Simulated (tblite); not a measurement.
In₄Sb₃As: GFN2-xTB, run from Python

These are simulated results from tblite 0.8.0, not measurements. The cell was built from a prototype and was relaxed with r2SCAN in plane waves (Ansatz 0.2.0). It may be hypothetical. All runs are without spin polarisation.

It is tetragonal, I-42m (No. 121); a = 6.447 Å, c = 12.877 Å in the conventional setting, 33.45 Å³ an atom. As is surrounded by 4 In at 2.67 Å; In is surrounded by 1 As at 2.67 Å and 3 Sb at 2.82–2.85 Å; Sb is surrounded by 4 In at 2.82 Å; Sb is surrounded by 4 In at 2.85 Å.

tblite solves periodic systems at the zone centre alone, so the script builds a cluster of 2×2×1 conventional cells (64 atoms), which folds in a coarse mesh of k points.

Input script:

```python
import json
from ase import Atoms
from ase.build import make_supercell
from ase.units import Bohr, GPa, Hartree
from tblite.interface import Calculator

atoms = Atoms(['As', 'In', 'Sb', 'In', 'Sb', 'In', 'Sb', 'In'],
              cell=[[-3.22342456, 3.22342456, 6.43839425], [3.22342456, -3.22342456, 6.43839425], [3.22342456, 3.22342456, -6.43839425]],
              scaled_positions=[[0.0, 0.0, 0.0], [0.640775371, 0.640775371, 0.523103164], [0.25, 0.75, 0.5], [0.882327794, 0.359224629, 0.0], [0.5, 0.5, 0.0], [0.117672206, 0.117672206, 0.476896836], [0.75, 0.25, 0.5], [0.359224629, 0.882327794, 0.0]],
              pbc=True)
cluster = make_supercell(atoms, [[0, 2, 2], [2, 0, 2], [1, 1, 0]])
calc = Calculator('GFN2-xTB', cluster.numbers, cluster.positions / Bohr, lattice=cluster.cell[:] / Bohr, periodic=cluster.pbc)
calc.set('temperature', 0.02 / Hartree)
calc.set('max-iter', 150)
res = calc.singlepoint()
levels = res.get('orbital-energies') * Hartree
nv = round(res.get('orbital-occupations').sum() / 2)
cells = len(cluster) // len(atoms)
out = {'energy_per_cell': res.get('energy') * Hartree / cells, 'homo': levels[nv - 1], 'lumo': levels[nv],
       'stress': (-res.get('virial') * Hartree / cluster.get_volume() / GPa).tolist(), 'charges': res.get('charges')[:len(atoms)].tolist(), 'electrons': 2 * nv / cells}
json.dump(out, open('results.json', 'w'))
for key, value in out.items():
    print(key, value)
```

Command: `python run.py`. It took 17 s on 1 thread of Arm Neoverse V2, on a shared host, peak memory 0.14 GiB.

The log:

```
------------------------------------------------------------
  cycle        total energy    energy error   density error
------------------------------------------------------------
      1     -109.4540424512  -1.0975259E+02   2.3133204E-01
      2     -94.60770484174   1.4846338E+01   6.7915629E-01
      3     -110.7157176643  -1.6108013E+01   2.9593498E-01
      4     -112.8776045735  -2.1618869E+00   9.5227223E-02
      5     -112.5418335644   3.3577101E-01   1.8397801E-01
      6     -112.4905860126   5.1247552E-02   1.7038128E-01
      7     -112.4998186670  -9.2326544E-03   2.0975034E-01
      8     -112.9166870043  -4.1686834E-01   1.2911917E-01
      9     -113.1072401952  -1.9055319E-01   1.0241666E-01
     10     -113.1216754722  -1.4435277E-02   9.4696864E-02
     11     -113.1224042464  -7.2877425E-04   9.2622095E-02
     12     -113.0775854997   4.4818747E-02   1.0200988E-01
     13     -113.1459488657  -6.8363366E-02   6.6385811E-02
     14     -113.1468603569  -9.1149117E-04   6.0555500E-02
     15     -113.1180420607   2.8818296E-02   6.5349346E-02
     16     -113.1278212883  -9.7792276E-03   5.7300098E-02
     17     -113.1517897166  -2.3968428E-02   4.0349443E-02
     18     -113.1582365570  -6.4468404E-03   3.0778397E-02
     19     -113.1593586321  -1.1220751E-03   2.2835208E-02
     20     -113.1595806145  -2.2198247E-04   2.2232768E-02
     21     -113.1594003931   1.8022143E-04   2.2360245E-02
     22     -113.1615095569  -2.1091638E-03   1.9491735E-02
     23     -113.1620428608  -5.3330385E-04   1.8741411E-02
     24     -113.1617921754   2.5068534E-04   1.9112845E-02
     25     -113.1617518465   4.0328914E-05   1.9182275E-02
     26     -113.1621351263  -3.8327976E-04   1.8719378E-02
     27     -113.1626322778  -4.9715157E-04   1.7961514E-02
     28     -113.1626244862   7.7916188E-06   1.7976812E-02
     29     -113.1628289052  -2.0441898E-04   1.7727062E-02
     30     -113.1641842984  -1.3553932E-03   1.5581585E-02
     31     -113.1648813753  -6.9707682E-04   1.3850033E-02
     32     -113.1647321656   1.4920966E-04   1.4161980E-02
     33     -113.1635517675   1.1803981E-03   1.5667793E-02
     34     -113.1635501741   1.5934317E-06   1.6320379E-02
     35     -113.1640150349  -4.6486082E-04   1.4077742E-02
     36     -113.1632466273   7.6840760E-04   1.7072416E-02
     37     -113.1633381793  -9.1552033E-05   1.6828028E-02
     38     -113.1633226770   1.5502295E-05   1.6913177E-02
     39     -113.1636895981  -3.6692101E-04   1.3800707E-02
     40     -113.1642576495  -5.6805140E-04   1.1230206E-02
     41     -113.1647760222  -5.1837276E-04   1.0703174E-02
     42     -113.1645065616   2.6946060E-04   9.8776775E-03
     43     -113.1646952960  -1.8873442E-04   7.2516911E-03
     44     -113.1651397014  -4.4440539E-04   4.9458490E-03
     45     -113.1652302629  -9.0561494E-05   4.8396364E-03
     46     -113.1652042876   2.5975346E-05   4.8168946E-03
     47     -113.1648904842   3.1380341E-04   4.8016097E-03
     48     -113.1646297159   2.6076826E-04   4.8694122E-03
     49     -113.1645079474   1.2176853E-04   4.9436099E-03
     50     -113.1645279913  -2.0043939E-05   4.9850530E-03
[... 5 lines left out ...]
     56     -113.1648704864  -2.3503824E-04   4.5944545E-03
     57     -113.1650843168  -2.1383040E-04   4.7480512E-03
     58     -113.1648605755   2.2374126E-04   4.3536860E-03
     59     -113.1647147747   1.4580080E-04   4.1403839E-03
     60     -113.1648294056  -1.1463084E-04   4.1485766E-03
     61     -113.1648094356   1.9970000E-05   4.1456286E-03
     62     -113.1643698721   4.3956341E-04   4.4310807E-03
     63     -113.1641700235   1.9984869E-04   4.6651526E-03
     64     -113.1642619915  -9.1968020E-05   4.6345559E-03
     65     -113.1638775861   3.8440535E-04   5.2942247E-03
     66     -113.1632867734   5.9081272E-04   6.2856497E-03
     67     -113.1644630062  -1.1762328E-03   4.6183180E-03
     68     -113.1649650217  -5.0201552E-04   4.6146807E-03
     69     -113.1652162015  -2.5117979E-04   4.9596249E-03
     70     -113.1652109277   5.2738773E-06   4.9579093E-03
     71     -113.1651806802   3.0247469E-05   4.9356293E-03
     72     -113.1652978601  -1.1717995E-04   5.1106096E-03
     73     -113.1655922578  -2.9439768E-04   5.9499907E-03
     74     -113.1654120210   1.8023683E-04   5.3725680E-03
     75     -113.1643920076   1.0200134E-03   5.4726655E-03
     76     -113.1641579911   2.3401648E-04   5.8739640E-03
     77     -113.1642652641  -1.0727293E-04   5.6332822E-03
     78     -113.1644291293  -1.6386528E-04   5.3483560E-03
     79     -113.1639803067   4.4882260E-04   6.1583501E-03
     80     -113.1639900774  -9.7706566E-06   6.1394388E-03
     81     -113.1635000028   4.9007464E-04   7.1345455E-03
     82     -113.1638630757  -3.6307290E-04   6.4019727E-03
     83     -113.1640824169  -2.1934123E-04   5.9560682E-03
     84     -113.1643117488  -2.2933190E-04   5.5170797E-03
     85     -113.1642742524   3.7496372E-05   5.6290168E-03
     86     -113.1642662195   8.0328750E-06   5.6675979E-03
     87     -113.1640667351   1.9948445E-04   6.0361319E-03
     88     -113.1638795222   1.8721292E-04   6.4433317E-03
     89     -113.1640476933  -1.6817113E-04   6.1783187E-03
     90     -113.1643913768  -3.4368350E-04   5.5724221E-03
     91     -113.1644935398  -1.0216299E-04   5.4086847E-03
     92     -113.1645096196  -1.6079838E-05   5.3772567E-03
     93     -113.1645754128  -6.5793133E-05   5.2822720E-03
     94     -113.1646648010  -8.9388221E-05   5.2005443E-03
     95     -113.1648217937  -1.5699273E-04   5.1164362E-03
     96     -113.1648470995  -2.5305784E-05   5.1073902E-03
     97     -113.1648489578  -1.8583069E-06   5.1064999E-03
     98     -113.1648840089  -3.5051094E-05   5.0963885E-03
     99     -113.1649199936  -3.5984723E-05   5.0954683E-03
    100     -113.1649537455  -3.3751914E-05   5.0996509E-03
    101     -113.1649517053   2.0402860E-06   5.0995232E-03
    102     -113.1649852988  -3.3593545E-05   5.1011451E-03
    103     -113.1650971974  -1.1189856E-04   5.1401687E-03
    104     -113.1650980962  -8.9888808E-07   5.1408777E-03
    105     -113.1646686001   4.2949617E-04   5.1935875E-03
    106     -113.1645999919   6.8608145E-05   5.2799072E-03
    107     -113.1646087130  -8.7210400E-06   5.2703679E-03
    108     -113.1642704281   3.3828483E-04   5.7707840E-03
    109     -113.1642627450   7.6831076E-06   5.7843291E-03
    110     -113.1642927436  -2.9998603E-05   5.7530856E-03
    111     -113.1642806405   1.2103082E-05   5.7738189E-03
    112     -113.1645807225  -3.0008199E-04   5.3361991E-03
    113     -113.1649135973  -3.3287481E-04   5.1252900E-03
    114     -113.1649657161  -5.2118765E-05   5.1319932E-03
    115     -113.1649803298  -1.4613679E-05   5.1350108E-03
    116     -113.1653848568  -4.0452701E-04   5.6904420E-03
    117     -113.1655303150  -1.4545824E-04   6.1048314E-03
    118     -113.1653151334   2.1518169E-04   5.5690717E-03
    119     -113.1646710702   6.4406313E-04   5.3809902E-03
    120     -113.1641310904   5.3997986E-04   6.1514361E-03
    121     -113.1640368228   9.4267589E-05   6.3205283E-03
    122     -113.1627976026   1.2392202E-03   8.7059956E-03
    123     -113.1620906513   7.0695126E-04   1.0015324E-02
    124     -113.1622953751  -2.0472377E-04   9.6192932E-03
    125     -113.1634622235  -1.1668484E-03   7.3045640E-03
    126     -113.1633716923   9.0531217E-05   7.3705236E-03
    127     -113.1634335355  -6.1843203E-05   7.2639787E-03
    128     -113.1635727423  -1.3920685E-04   6.9863905E-03
    129     -113.1639586308  -3.8588849E-04   6.1979472E-03
    130     -113.1641182750  -1.5964419E-04   5.8820428E-03
    131     -113.1641175758   6.9923890E-07   5.9027880E-03
    132     -113.1641154714   2.1043906E-06   5.9068454E-03
    133     -113.1643010981  -1.8562674E-04   5.5733205E-03
    134     -113.1644535665  -1.5246834E-04   5.3502410E-03
    135     -113.1646809256  -2.2735911E-04   5.1261555E-03
    136     -113.1646942880  -1.3362388E-05   5.1437371E-03
    137     -113.1647445486  -5.0260593E-05   5.1121035E-03
    138     -113.1650593755  -3.1482693E-04   5.1454979E-03
    139     -113.1653080586  -2.4868313E-04   5.5107307E-03
    140     -113.1653988561  -9.0797530E-05   5.7110746E-03
    141     -113.1653430931   5.5763039E-05   5.5940897E-03
    142     -113.1652034653   1.3962776E-04   5.3826902E-03
    143     -113.1651666138   3.6851537E-05   5.3369873E-03
    144     -113.1652392755  -7.2661749E-05   5.4294365E-03
    145     -113.1652425718  -3.2962498E-06   5.4341479E-03
    146     -113.1651489920   9.3579845E-05   5.3114461E-03
    147     -113.1651586379  -9.6459082E-06   5.3091664E-03
    148     -113.1652565367  -9.7898817E-05   5.4254687E-03
    149     -113.1653722006  -1.1566394E-04   5.6524721E-03
    150     -113.1653778092  -5.6085922E-06   5.6654942E-03
------------------------------------------------------------

 total:                                  16.319 sec
tblite.exceptions.TBLiteRuntimeError: SCF not converged in 150 cycles
```

The self-consistent cycle didn't converge within its limit, so this run gives no property of the crystal.

xTB was fitted mostly to molecules, and a small cluster samples few k points, so gaps, pressures and kinks along a curve can be far from a solid's.

Spin-orbit coupling is left out, which matters wherever the heavy atoms make up the band edges.
